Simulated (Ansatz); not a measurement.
**Fe3Ge: how the settings move a single-point run**

Aim: see which settings change the result for Fe3Ge, by how much, and at what cost.

Program: Ansatz 0.2.0. Level of theory: reference: DFT, PBEsol, PAW with Ansatz's default frozen-core files, scalar-relativistic. These are calculated values, not measurements.

## 1. The structure to begin with

Symmetry: Pm-3m, No. 221, cubic system. Conventional cell: a = 3.721 Å, b = 3.721 Å, c = 3.721 Å, α = 90.00°, β = 90.00°, γ = 90.00°. Fe (site symmetry 4/mmm) has 8 Fe at 2.63 Å and 4 Ge at 2.63 Å in its first shell of neighbours. Ge (site symmetry m-3m) is surrounded by 12 Fe at 2.63 Å.

Coordinates:

```
Fe Ge
1.0
     3.72052    0.00000    0.00000
     0.00000    3.72052    0.00000
     0.00000    0.00000    3.72052
Fe Ge
3 1
Direct
  0.00000 0.50000 0.50000
  0.50000 0.50000 0.00000
  0.50000 0.00000 0.50000
  0.00000 0.00000 0.00000
```

## 2. Reference

Contents of input.yaml:

```yaml
crystal:
  lattice:
    - [3.7205193926, 0.0, 0.0]
    - [0.0, 3.7205193926, 0.0]
    - [0.0, 0.0, 3.7205193926]
  atoms:
    - { symbol: Fe, position: [0.0, 0.5, 0.5], spin: 0.75 }
    - { symbol: Fe, position: [0.5, 0.5, 0.0], spin: 0.75 }
    - { symbol: Fe, position: [0.5, 0.0, 0.5], spin: 0.75 }
    - { symbol: Ge, position: [0.0, 0.0, 0.0] }
magnetization:
  spin_polarized: true
kpoints:
  mp_grid: { grid: [9, 9, 9] }
scf:
  occupations: { method: fermi_dirac, width: 0.03 }
  lower_state_search: "off"
hamiltonian:
  xc: pbesol
  pseudopotentials: { kind: paw }
output:
  forces: true
  stress: true
  eigenvalues: true
```

Launch:

```sh
$ ansatz run input.yaml --threads 2 --pin off --max-ram 6144MiB --backend cpu --events-out ev --progress --plain --runs-dir out
```

## 3. Variant: occupations.method tetrahedron, lower_state_search standard, width left out

Edit input.yaml of step 2 so:

```diff
@@ -15,4 +15,4 @@
 scf:
-  occupations: { method: fermi_dirac, width: 0.03 }
-  lower_state_search: "off"
+  occupations: { method: tetrahedron }
+  lower_state_search: standard
 hamiltonian:
```

What does the calculation give? Wanted: for each run, ending; energy change; pressure; abs. moment; force.

As calculated:

```csv
run,ending,energy change,pressure (GPa),abs. moment (μB),force (eV/Å),cycles,time
reference,converged,0,-16.5,7.40,0.00,17,7.5 s
"1: occupations.method tetrahedron, lower_state_search standard, width left out",converged,0.0 meV/atom (σ→0),-17.7,7.18,0.00,15,6.8 s
```

Residual by cycle in the longest SCF loop of each run; runs are numbered as in the table. The quantity is the density residual dr2, in eV.

```csv
cycle,reference,run 1
1,1.27,1.27
2,0.732,0.732
4,0.0314,0.0328
5,0.0099,0.00639
7,7.2e-4,4.1e-4
8,5.6e-4,4.3e-4
10,8.1e-4,0.00694
11,0.00966,0.00202
13,2.2e-5,5.2e-6
14,2.3e-6,3.3e-7
16,1.2e-8,-
17,6.8e-9,-
```

Changing the smearing and search for lower states moves the energy by 0.0 meV/atom (σ→0 values), and the pressure goes from -16.5 to -17.7 GPa and the absolute moment goes from 7.40 to 7.18 μB. Cost: 15 SCF cycles against 17. The structure is not at rest: the sound run finds -17 GPa, so these are no properties of the relaxed crystal. 
